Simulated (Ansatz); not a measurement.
# Au (fcc type): how the settings move a single-point run

Question: which choices in the input matter for Au (fcc type)?

Method: reference: DFT, PBE, all-electron LAPW, scalar-relativistic, in Ansatz 0.2.0.

## (1) The structure to begin with

Symmetry: Fm-3m, No. 225, cubic system. The conventional cell has a = 3.923 Å, b = 3.923 Å, c = 3.923 Å, α = 90.00°, β = 90.00°, γ = 90.00°. Au (site symmetry m-3m) is surrounded by 12 Au at 2.77 Å.

As a file:

```cif
data_structure
_symmetry_space_group_name_H-M 'P 1'
_symmetry_Int_Tables_number 1
_cell_length_a 2.7738
_cell_length_b 2.7738
_cell_length_c 2.7738
_cell_angle_alpha 60.000
_cell_angle_beta 60.000
_cell_angle_gamma 60.000
_cell_volume 15.09
loop_
_atom_site_label
_atom_site_type_symbol
_atom_site_fract_x
_atom_site_fract_y
_atom_site_fract_z
_atom_site_occupancy
Au1 Au 0.00000 0.00000 0.00000 1
```

## (2) The reference run

input.yaml reads:

```yaml
crystal:
  lattice:
    - [0.0, 1.9613679084, 1.9613679084]
    - [1.9613679084, 0.0, 1.9613679084]
    - [1.9613679084, 1.9613679084, 0.0]
  atoms:
    - { symbol: Au, position: [0.0, 0.0, 0.0] }
kpoints:
  mp_grid: { grid: [17, 17, 17] }
scf:
  occupations: { method: fermi_dirac, width: 0.1 }
hamiltonian:
  xc: pbe
  pseudopotentials: { kind: all_electron, lapw: { basis_error: 0.001 } }
output:
  forces: true
  stress: true
  eigenvalues: true
  populations: true
```

Launch:

```console
ansatz run input.yaml --threads 1 --pin off --max-ram 2048MiB --backend cpu --events-out ev --progress --plain --runs-dir out
```

## (3) Variant: occupations.method methfessel_paxton, occupations.width 0.005, xc lda

Edit input.yaml of step 2 so:

```diff
@@ -10,5 +10,5 @@
 scf:
-  occupations: { method: fermi_dirac, width: 0.1 }
+  occupations: { method: methfessel_paxton, width: 0.005 }
 hamiltonian:
-  xc: pbe
+  xc: lda
   pseudopotentials: { kind: all_electron, lapw: { basis_error: 0.001 } }
```

Before running it: what results should come out? Wanted: for each run, ending; energy change; pressure; gap; force.

The runs gave:

```tsv
run	ending	energy change	pressure (GPa)	gap (eV)	force (eV/Å)	cycles	time
reference	converged	-	40.5	0.00	0.00	8	25 s
1: occupations.method methfessel_paxton, occupations.width 0.005, xc lda	converged	not comparable	23.6	0.00	0.00	7	25 s
```

Residual by cycle in the longest SCF loop of each run; runs are numbered as in the table. The quantity is the density residual dr2, in eV.

```tsv
cycle	reference	run 1
1	0.0525	0.0559
2	0.007	0.0106
3	0.00603	0.00367
4	0.00273	6.0e-4
5	6.6e-4	4.9e-5
6	1.9e-5	1.5e-6
7	6.7e-7	9.1e-9
8	2.7e-8	-
```

**Reading.** After a change of functional the difference of the totals has no physical meaning; the pressure goes from 40.5 to 23.6 GPa. The smearing changed too. The structure is not at rest: the sound run finds 40 GPa, so these are no properties of the relaxed crystal. 
